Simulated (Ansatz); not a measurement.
# Nb3Sn: the cost of one run

Computed with Ansatz 0.2.0, driven from Python. The levels of theory stand in the script.

## Step 1: The system

Symmetry: Pm-3n, No. 223, cubic system. The conventional cell has a = 5.282 Å, b = 5.282 Å, c = 5.282 Å, α = 90.00°, β = 90.00°, γ = 90.00°. Nb (site symmetry -4m2) has 2 Nb at 2.64 Å and 4 Sn at 2.95 Å as nearest neighbours. Sn (site symmetry m-3) has 12 Nb at 2.95 Å as nearest neighbours.

No structure file is read: the coordinates are typed or built in the script.

## Step 2: The code

Contents of run_lattice.py:

```python
# -*- coding: utf-8 -*-
import ansatz as az
import numpy as np

def edges_and_angles(cell):
    cell = np.asarray(cell)
    a, b, c = np.linalg.norm(cell, axis=1)
    cosines = cell[1] @ cell[2] / (b * c), cell[0] @ cell[2] / (a * c), cell[0] @ cell[1] / (a * b)
    return (a, b, c, *np.degrees(np.arccos(cosines)))


def main():
    system = (
        az.Lattice.from_parameters(5.2821, 5.2821, 5.2821, alpha=90.0, beta=90.0, gamma=90.0)
        .atom("Nb", (0.25, 0.0, 0.5))
        .atom("Nb", (0.5, 0.75, 0.0))
        .atom("Nb", (0.75, 0.0, 0.5))
        .atom("Nb", (0.5, 0.25, 0.0))
        .atom("Nb", (0.0, 0.5, 0.75))
        .atom("Nb", (0.0, 0.5, 0.25))
        .atom("Sn", (0.0, 0.0, 0.0))
        .atom("Sn", (0.5, 0.5, 0.5))
    )

    base = (
        system.calculation()
        .kpoints(5, 5, 5, center="gamma")
        .occupations("fermi_dirac", width=50 * az.meV)
        .relax(cell=True, force_tolerance=0.03)
    )

    levels = [("revpbe", "d3bj"), ("r2scan", "none"), ("lda", "none")]
    print("level            a       b       c    alpha   beta  gamma  V/atom  steps")
    for name, dispersion in levels:
        seen = []
        run = base.functional(name, dispersion=dispersion).session().plan()
        done = run.execute(on_event=lambda e: seen.append(e) if e["event"] == "relax_step" else None)
        cell = done.lattice.cell_ang
        label = name if dispersion == "none" else f"{name}+{dispersion}"
        print("{:13s} {:7.4f} {:7.4f} {:7.4f} {:6.2f} {:6.2f} {:6.2f}".format(label, *edges_and_angles(cell)), f"{abs(np.linalg.det(cell)) / len(done.lattice.sites):7.3f} {len(seen):5d}")


if __name__ == "__main__":
    main()
```

## Step 3: What the engine is handed

The engine receives this input (first run):

```yaml
crystal:
  lattice:
    a: 5.2821
    b: 5.2821
    c: 5.2821
    alpha: 90.0
    beta: 90.0
    gamma: 90.0
  atoms:
    - { symbol: Nb, position: [0.25, 0.0, 0.5] }
    - { symbol: Nb, position: [0.5, 0.75, 0.0] }
    - { symbol: Nb, position: [0.75, 0.0, 0.5] }
    - { symbol: Nb, position: [0.5, 0.25, 0.0] }
    - { symbol: Nb, position: [0.0, 0.5, 0.75] }
    - { symbol: Nb, position: [0.0, 0.5, 0.25] }
    - { symbol: Sn, position: [0.0, 0.0, 0.0] }
    - { symbol: Sn, position: [0.5, 0.5, 0.5] }
kpoints:
  mp_grid:
    grid: [5, 5, 5]
    shift: [0.0, 0.0, 0.0]
hamiltonian:
  xc: revpbe
  dispersion: d3bj
scf:
  occupations:
    method: fermi_dirac
    width: 0.05
relax:
  f_tol: 0.03
  cell: {}
```

## Step 4: The run

Launch:

```console
python run_lattice.py
```

Q: Estimate wall time and peak memory on 1 thread of Intel Xeon 6975P-C (Granite Rapids), shared host.

About 63 s, with a peak of 0.84 GiB.
